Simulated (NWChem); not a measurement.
# BH2Br (SMILES BBr), step by step

Aim: a structure relaxation (B97-3/6-311G), then the harmonic vibrations (B97-3/6-311G), then the charge distribution of BH2Br. 

The results are computed with NWChem 7.3.0.

### 1 The system as given

The species is BH2Br (4 atoms), meant as a singlet with charge 0. SMILES: `BBr`. The coordinates come from a PBE0-D4/def2-TZVP relaxation. The run starts from this shape.

Bond lengths: B1–Br2 1.891 Å, B1–H3 1.188 Å, B1–H4 1.188 Å. Angles: Br2–B1–H3 117.8°, Br2–B1–H4 117.8°, H3–B1–H4 124.3°.

### 2 A geometry optimisation at B97-3/6-311G (trust 0.2) (run 1)

Input file bbrh2.nw:

```
start bbrh2
title "BBrH2 optimise"
memory total 2200 mb
charge 0
geometry units bohr
   B     -0.29082885     0.04724315    -0.18311446
   Br     2.77808638    -0.68672647     1.49439542
   H     -2.09986367    -1.16652794     0.36226050
   H     -0.28251406     1.69206077    -1.71190290
end
basis spherical
   * library 6-311G
end
dft
   xc becke97-3
   grid xfine
   iterations 200
   mulliken
   print low
end
driver
   maxiter 50
   trust 0.2
end
task dft optimize
```

Command:

```console
$ nwchem bbrh2.nw > bbrh2.out
```

What it wrote:

```text
[...]
 Group name             C2v
[...]
 d= 0,ls=0.0,diis     1  -2599.8562660081 -2.67D+03  1.17D-02  2.33D+00     1.1
[...]
         Total DFT energy =    -2599.894740104766
[...]
@    0   -2599.89474010  0.0D+00  0.01243  0.00382  0.00000  0.00000      7.0
[...]
         Total DFT energy =    -2599.895036295900
[...]
@    1   -2599.89513118 -3.9D-04  0.00152  0.00068  0.01574  0.03984     15.0
[...]
         Total DFT energy =    -2599.895148176280
[...]
         Total DFT energy =    -2599.895153610980
[...]
@    2   -2599.89515361 -2.2D-05  0.00030  0.00016  0.00462  0.00979     22.4
[...]
 d= 0,ls=0.0,diis     2  -2599.8951550236 -1.12D-07  8.48D-06  1.35D-07    23.7
         Total DFT energy =    -2599.895155023566
      One electron energy =    -3749.718009690905
           Coulomb energy =     1179.118210903754
    Exchange-Corr. energy =      -95.946677840067
 Nuclear repulsion energy =       66.651321603652
[...]
      Total Density - Mulliken Population Analysis
     ---------------------------------------------
    Atom       Charge   Shell Charges
 -----------   ------   -------------------------------------------------------
    1 B    5     5.10   1.13  0.86  0.42  0.77  1.07  0.42  0.43
    2 Br  35    35.06   0.75  1.21  1.19  0.79  1.01  1.01  1.28  0.73  0.47  5.50  4.81  1.10  0.83  3.02  1.36  7.76  2.23
    3 H    1     0.92   0.27  0.54  0.11
    4 H    1     0.92   0.27  0.54  0.11
[...]
         Total DFT energy =  -2599.895155023566
                         DFT ENERGY GRADIENTS
    atom               coordinates                        gradient
                 x          y          z           x          y          z
   1 B       0.000000   0.000000   2.947687    0.000000   0.000000  -0.000307
   2 Br      0.000000   0.000000  -0.688217    0.000000   0.000000  -0.000093
   3 H       0.000000  -1.975932   3.987962    0.000000  -0.000097   0.000200
   4 H       0.000000   1.975932   3.987962    0.000000   0.000097   0.000200
[...]
@    3   -2599.89515502 -1.4D-06  0.00018  0.00009  0.00092  0.00178     25.9
[...]
      Optimization converged
[...]
@    3   -2599.89515502 -1.4D-06  0.00018  0.00009  0.00092  0.00178     25.9
[...]
```

Wall time 27 s (1 thread of Intel Xeon Platinum 8259CL at 2.50GHz (Skylake/Cascade Lake), shared host); peak memory 0.11 GiB.

Steps, from the record of the run:

| step | energy from the first frame kept (eV) |
| --- | --- |
| 0 | 0.0000 |
| 1 | -0.0106 |
| 2 | -0.0113 |
| 3 | -0.0113 |

After the run. Bond lengths: B1–Br2 1.924 Å, B1–H3 1.182 Å, B1–H4 1.182 Å. Angles: Br2–B1–H3 117.8°, Br2–B1–H4 117.8°, H3–B1–H4 124.5°.

### 3 Vibrational wavenumbers at B97-3/6-311G (run 2)

Input file bbrh2.nw:

```
echo
start bbrh2
title "BBrH2 B97-3"
memory total 2200 mb

geometry units angstroms
   B        0.000000       0.000000       1.559849
   Br       0.000000       0.000000      -0.364189
   H        0.000000      -1.045618       2.110339
   H        0.000000       1.045618       2.110339
end

basis spherical
   * library 6-311G
end

dft
   xc becke97-3
   grid xfine
   maxiter 200
   mulliken
   print low
end

freq
   temp 2 298.15 200
end

task dft freq
```

Command:

```console
$ nwchem bbrh2.nw > bbrh2.out
```

What it wrote, shortened:

```text
[...]
 Group name             C2v
[...]
 d= 0,ls=0.0,diis     1  -2599.8553023334 -2.67D+03  1.22D-02  2.33D+00     2.0
[...]
 d= 0,ls=0.0,diis     8  -2599.8951548330 -8.55D-09  3.01D-06  3.08D-08    12.7
         Total DFT energy =    -2599.895154832958
      One electron energy =    -3749.721834074182
           Coulomb energy =     1179.122154314885
    Exchange-Corr. energy =      -95.946789557816
 Nuclear repulsion energy =       66.651314484155
[...]
      Total Density - Mulliken Population Analysis
     ---------------------------------------------
[...]
 Normal Eigenvalue ||           Projected Infra Red Intensities
  Mode   [cm**-1]  || [atomic units] [(debye/angs)**2] [(KM/mol)] [arbitrary]
 ------ ---------- || -------------- ----------------- ---------- -----------
    1       -0.000 ||    0.000773           0.018         0.753       0.252
    2       -0.000 ||    0.000130           0.003         0.127       0.042
    3        0.000 ||    0.000000           0.000         0.000       0.000
    4        0.000 ||    0.000808           0.019         0.787       0.264
    5        0.000 ||    0.000121           0.003         0.118       0.040
    6        0.000 ||    0.000000           0.000         0.000       0.000
    7      666.631 ||    0.062816           1.449        61.236      20.505
    8      843.320 ||    0.003577           0.083         3.487       1.168
    9      989.855 ||    0.025687           0.593        25.041       8.385
   10     1214.487 ||    0.097406           2.247        94.956      31.796
   11     2640.512 ||    0.083114           1.917        81.023      27.130
   12     2767.317 ||    0.093187           2.150        90.843      30.419
 ----------------------------------------------------------------------------
[...]
```

Run time: 97 s. Hardware: 1 thread of Intel Xeon Platinum 8259CL at 2.50GHz (Skylake/Cascade Lake), shared host; peak memory 0.16 GiB.

### 4 Energy and one-electron properties at B97-3/6-311G (run 3)

Input file bbrh2.nw:

```
start bbrh2
memory stack 880 mb heap 220 mb global 1100 mb
geometry units angstrom
  B      0.000000     0.000000     1.559849
  Br     0.000000     0.000000    -0.364189
  H      0.000000    -1.045618     2.110339
  H      0.000000     1.045618     2.110339
end
basis spherical
  * library 6-311G
end
dft
  xc becke97-3
  grid xfine
  maxiter 200
  mulliken
  print low
end
property
  dipole
  mulliken
  quadrupole
  moldenfile
  molden_norm janpa
end
task dft property
```

Command:

```console
$ nwchem bbrh2.nw > bbrh2.out
```

What it wrote:

```text
[...]
 Group name             C2v
[...]
 d= 0,ls=0.0,diis     1  -2599.8553011851 -2.67D+03  1.22D-02  2.33D+00     1.2
[...]
 d= 0,ls=0.0,diis     8  -2599.8951549409 -8.55D-09  3.01D-06  3.09D-08     5.4
         Total DFT energy =    -2599.895154940858
      One electron energy =    -3749.721836061724
           Coulomb energy =     1179.122156384885
    Exchange-Corr. energy =      -95.946789748174
 Nuclear repulsion energy =       66.651314484155
[...]
      Total Density - Mulliken Population Analysis
     ---------------------------------------------
    Atom       Charge   Shell Charges
 -----------   ------   -------------------------------------------------------
    1 B    5     5.10   1.13  0.86  0.42  0.77  1.07  0.42  0.43
    2 Br  35    35.06   0.75  1.21  1.19  0.79  1.01  1.01  1.28  0.73  0.47  5.50  4.81  1.10  0.83  3.02  1.36  7.76  2.23
    3 H    1     0.92   0.27  0.54  0.11
    4 H    1     0.92   0.27  0.54  0.11
[...]
   Dipole moment        0.9946656745 Debye(s)
             DMX       -0.0000000000 DMXEFC        0.0000000000
             DMY       -0.0000000001 DMYEFC        0.0000000000
             DMZ        0.9946656745 DMZEFC        0.0000000000
   -EFC- dipole         0.0000000000 DEBYE(S)
   Total dipole         0.9946656745 DEBYE(S)
[...]
```

Wall time 6.3 s (1 thread of Intel Xeon Platinum 8259CL at 2.50GHz (Skylake/Cascade Lake), shared host); peak memory 0.11 GiB.

Atomic charges (e):

| atom | Mulliken | Löwdin |
| --- | --- | --- |
| B1 | -0.099 | -0.060 |
| Br2 | -0.060 | +0.110 |
| H3 | +0.080 | -0.020 |
| H4 | +0.080 | -0.020 |

### 5 Summary of results

| quantity | value |
| --- | --- |
| run 1, B97-3/6-311G: total energy at the end | -2599.89516 Eh |
| run 2, B97-3/6-311G: total energy | -2599.89515 Eh |
| run 2, B97-3/6-311G: lowest harmonic wavenumber | 667 cm⁻¹ |
| run 2, B97-3/6-311G: highest harmonic wavenumber | 2767 cm⁻¹ |
| run 2, B97-3/6-311G: zero-point energy | 54.5 kJ/mol |
| run 2, B97-3/6-311G: ideal-gas entropy at 298.15 K (symmetry number 2 as used) | 58.8 cal/(mol K) |
| run 3, B97-3/6-311G: dipole moment | 0.99 D |

The optimisation (run 1, B97-3/6-311G) took 4 steps and changed the energy by -0.011 eV. Mulliken charges (run 1, B97-3/6-311G) run from -0.10 on B1 to +0.08 on H3; they depend strongly on the basis. All 6 modes (run 2, B97-3/6-311G) are real, so the shape is a minimum at this level.
